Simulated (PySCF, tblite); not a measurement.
# C6H5BrCl radical: geometry, infrared bands and EPR parameters

What infrared bands and EPR parameters should C6H5BrCl radical (`C=C1C=[C][C@@H](Br)[C@H]1Cl`) show?

Computed with tblite 0.8.0 and PySCF 2.14.0, with density-fitted response routines of our own, on a single molecule in the gas phase. Atoms count from 0, in the outputs and in this text.

### Step 1. The molecule as given

13 atoms, charge 0, multiplicity 2; geometry from: force field or distance geometry start.

Bonds of the start (Å): C0–C1 1.33, C1–C2 1.45, C2–C3 1.29, C3–C4 1.46, C4–Br5 1.93, C4–C6 1.56, C6–Cl7 1.78, C6–C1 1.55, C0–H8 1.09, C0–H9 1.09, C2–H10 1.09, C4–H11 1.10, C6–H12 1.09.

### Step 2. Geometry optimisation with GFN2-xTB

What the job is given:

```
{"job": {"kind": "relax", "xc": "GFN2-xTB", "basis": "xTB"}, "charge": 0, "multiplicity": 2}
C     -1.907200    -0.715500     0.262700
C     -0.769100    -0.080600    -0.014600
C     -0.598300     1.354900    -0.035000
C      0.653100     1.598300    -0.199100
C      1.615600     0.496200    -0.217500
Br     2.714600     0.568500     1.371700
C      0.617600    -0.699600    -0.322700
Cl     0.985800    -2.138200     0.655000
H     -2.822900    -0.167600     0.480200
H     -1.982000    -1.797900     0.285200
H     -1.381000     2.087600     0.155400
H      2.287200     0.527100    -1.083200
H      0.582000    -1.032800    -1.355700
```

Command:

```bash
OMP_NUM_THREADS=1 python probes_run.py task.json out
```

This one command runs all jobs of the session in turn.

**Question.** This job is followed by: GFN2-xTB harmonic vibrations, gas phase; UKS B3LYP, def2-TZVP-core on Br, pcH-1 on C Cl H, non-relativistic, mean-field spin-orbit, GIAO. What will the session give for the following? strongest single infrared mode (GFN2-xTB); zero-point energy (GFN2-xTB); g(iso) (B3LYP); ⟨S²⟩; largest a(iso); surface potential, 1st and 99th percentile.

As calculated:

| quantity | value |
| --- | --- |
| strongest single infrared mode (GFN2-xTB) | 881 cm⁻¹, 24 km/mol |
| zero-point energy (GFN2-xTB) | 54.2 kcal/mol |
| g(iso) (B3LYP) | 2.00121 |
| ⟨S²⟩ | 0.763 (exact 0.75) |
| largest a(iso) | 13C on C3, 465.5 MHz |
| surface potential, 1st and 99th percentile | -0.81 V and 1.34 V |

What this shows: Over 57 steps the energy fell by 0.155 eV; of the close pairs, C4–Br5 changed most, 1.934 to 1.981 Å. All 33 modes are real, so the xTB geometry is a minimum. The strongest single mode, at 881 cm⁻¹, moves mainly H8 and H9. GFN2-xTB is a fitted tight-binding method: band positions and strengths are rough. Its intensities can rank the bands wrongly. C3 carries the largest spin population, 1.01 e. The isotropic g lies 1.1 ppt below the free-electron value. The hyperfine terms hold no scalar relativity, which the heavier nuclei need.
